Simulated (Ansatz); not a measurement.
# CBClFNO: a ladder of functionals and wavefunction methods

One table from this session's results is given with a row withheld; the runs are named, their logs left out.

Program: Ansatz 0.2.0, Gaussian basis. Level of theory: functionals in def2-TZVPP, the program's frozen cores in correlated methods. These are calculated values, not measurements.

The runs, in order: LDA (SPW92), PBE-D4, revPBE-D4, BLYP-D4, r2SCAN-D4, B97M-V, PBE0-D4, B3LYP-D4, r2SCANh-D4, r2SCAN0-D4, HSE06-D4, BHLYP-D4, CAM-B3LYP-D4, LC-ωPBE, ωB97X-V, ωB97M-V, B2PLYP, PBE-QIDH; CCSD(T)/def2-SVP; CCSD(T)/def2-TZVPP; MP2/def2-QZVPP; extrapolation to the limit; RPA on PBE.

**Structure used throughout**

An earlier PBE0-D4 in a triple-zeta def2 set relaxation fixed the geometry.

SMILES `O=C=NB(F)Cl`, 6 atoms, charge 0, spin multiplicity 1.

Atoms are counted from 1 here; the program's logs count them from 0.

Bond lengths: O1–C2 1.156 Å, C2–N3 1.204 Å, N3–B4 1.411 Å, B4–F5 1.314 Å, B4–Cl6 1.751 Å. Angles: O1–C2–N3 175.5°, C2–N3–B4 144.0°, N3–B4–F5 119.1°, N3–B4–Cl6 122.4°, F5–B4–Cl6 118.5°.

As a file:

| atom | x (Å) | y (Å) | z (Å) |
| --- | --- | --- | --- |
| O1 | -1.3023 | -2.2019 | 0.5223 |
| C2 | -0.6385 | -1.2560 | 0.4876 |
| N3 | 0.0815 | -0.2924 | 0.5386 |
| B4 | 0.5301 | 0.8364 | -0.1791 |
| F5 | 1.3988 | 1.6469 | 0.3825 |
| Cl6 | -0.0276 | 1.2030 | -1.7980 |

The first run:

Input file in.yaml:

```yaml
crystal:
  periodic: [false, false, false]
  atoms:
    - {symbol: O, position_ang: [-1.302254, -2.201867, 0.522335]}
    - {symbol: C, position_ang: [-0.638527, -1.255979, 0.487557]}
    - {symbol: N, position_ang: [0.081498, -0.292424, 0.538568]}
    - {symbol: B, position_ang: [0.530137, 0.836390, -0.179060]}
    - {symbol: F, position_ang: [1.398847, 1.646902, 0.382517]}
    - {symbol: Cl, position_ang: [-0.027600, 1.202978, -1.798017]}
basis:
  gaussian: {orbitals: def2-TZVPP}
hamiltonian: {xc: lda}
output: {orbitals: {seedname: orbitals}}
```

Steps of the session up to this table: LDA; PBE-D4 (GGA); revPBE-D4 (GGA); BLYP-D4 (GGA); r2SCAN-D4 (meta-GGA); B97M-V (meta-GGA); PBE0-D4 (hybrid); B3LYP-D4 (hybrid); r2SCANh-D4 (hybrid); r2SCAN0-D4 (hybrid); HSE06-D4 (hybrid); BHLYP-D4 (hybrid); CAM-B3LYP-D4 (range-separated); LC-ωPBE-D4 (range-separated; the results give it without D4); ωB97X-V (range-separated); ωB97M-V (range-separated); B2PLYP (double hybrid); PBE-QIDH (double hybrid).

One table of the session follows, with a row left open; its other results are not shown here.

It belongs to the step «Orbital energies across the functionals». 

| functional | HOMO (eV) | gap (eV) |
| --- | --- | --- |
| LDA (SPW92) | -8.08 | 5.49 |
| PBE-D4 | -7.88 | 5.62 |
| revPBE-D4 | -7.81 | 5.68 |
| BLYP-D4 | -7.74 | 5.62 |
| r2SCAN-D4 | -8.24 | 6.28 |
| B97M-V | -8.29 | 6.50 |
| PBE0-D4 | -9.35 | 8.04 |
| B3LYP-D4 | -9.08 | 7.54 |
| r2SCANh-D4 | -8.77 | 7.16 |
| r2SCAN0-D4 | -9.59 | 8.48 |
| HSE06-D4 | -8.94 | 7.25 |
| BHLYP-D4 | -10.68 | 10.48 |
| CAM-B3LYP-D4 | ? | ? |
| LC-ωPBE | -12.10 | 13.11 |
| ωB97X-V | -11.72 | 12.71 |
| ωB97M-V | -11.59 | 12.47 |

Q: Estimate the row for CAM-B3LYP-D4 from the others.

The run gave: HOMO (eV): -10.73; gap (eV): 10.56. In the column «HOMO (eV)» it lies between ωB97M-V (-11.59) and BHLYP-D4 (-10.68).
